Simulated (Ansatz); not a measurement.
Predict the output of the script below (the Python package of Ansatz (0.2.0)).

`bde.py`
```python
'''Cost of removing each kind of hydrogen from CH7AlBNSi, fragments frozen.'''

import ansatz as az


def single_point(molecule, charge=0, unpaired=0):
    calc = (
        molecule.calculation()
        .basis(gaussian='def2-SVPD')  # atom-centred Gaussian functions
        .functional('CAM-B3LYP')
    )
    if charge:
        calc = calc.charge(charge)
    if unpaired:
        calc = calc.spin('collinear', total=unpaired)
    report = calc.run(threads=1).report
    if report['published_state_doubts']:
        print('  doubts:', report['published_state_doubts'])
    return report['free_energy_ev']

def without(molecule, index):
    rest = az.Crystal.molecule()
    for i, site in enumerate(molecule.cartesian_sites):
        if i != index:
            rest = rest.atom(site.symbol, site.position_ang)
    return rest

molecule = (
    az.Crystal.molecule()
    .atom('B', (-2.6624, 1.4027, 0.9128))
    .atom('C', (-1.7218, 0.7796, -0.1044))
    .atom('N', (-0.5767, 0.4453, 0.2753))
    .atom('Al', (0.7967, -0.3609, -0.878))
    .atom('Si', (2.7234, -1.2574, 0.002))
    .atom('H', (-3.792, 1.7757, 0.5402))
    .atom('H', (-2.3606, 1.6433, 2.025))
    .atom('H', (-1.9995, 0.6316, -1.1349))
    .atom('H', (0.2523, -0.828, -2.2817))
    .atom('H', (2.5023, -2.6418, 0.4592))
    .atom('H', (3.1189, -0.4487, 1.2045))
    .atom('H', (3.7963, -1.1965, -0.9861))
)

whole = single_point(molecule, 0)
hydrogen = single_point(az.Crystal.molecule().atom('H', (0, 0, 0)), 0, 1)
print(f'E(molecule) = {whole:.5f} eV, E(H) = {hydrogen:.5f} eV')
for index in [6, 7, 8]:
    radical = single_point(without(molecule, index), 0, 1)
    print(f'H{index}: homolysis {(radical + hydrogen - whole):.3f} eV')
```

Output of `python bde.py`:
```text
E(molecule) = -17781.24274 eV, E(H) = -13.54842 eV
H6: homolysis 4.812 eV
H7: homolysis 3.860 eV
H8: homolysis 3.589 eV
```

Total energies depend on the basis set; only differences at equal settings carry meaning. The geometry is a force-field or estimated start, not a minimum of this method, and the basis set is short of its limit. All parts are taken at fixed geometry, without zero-point energy. Finished in 2.5 min on 1 thread of Arm Neoverse V2, with other jobs on the host, peak memory 0.91 GiB.
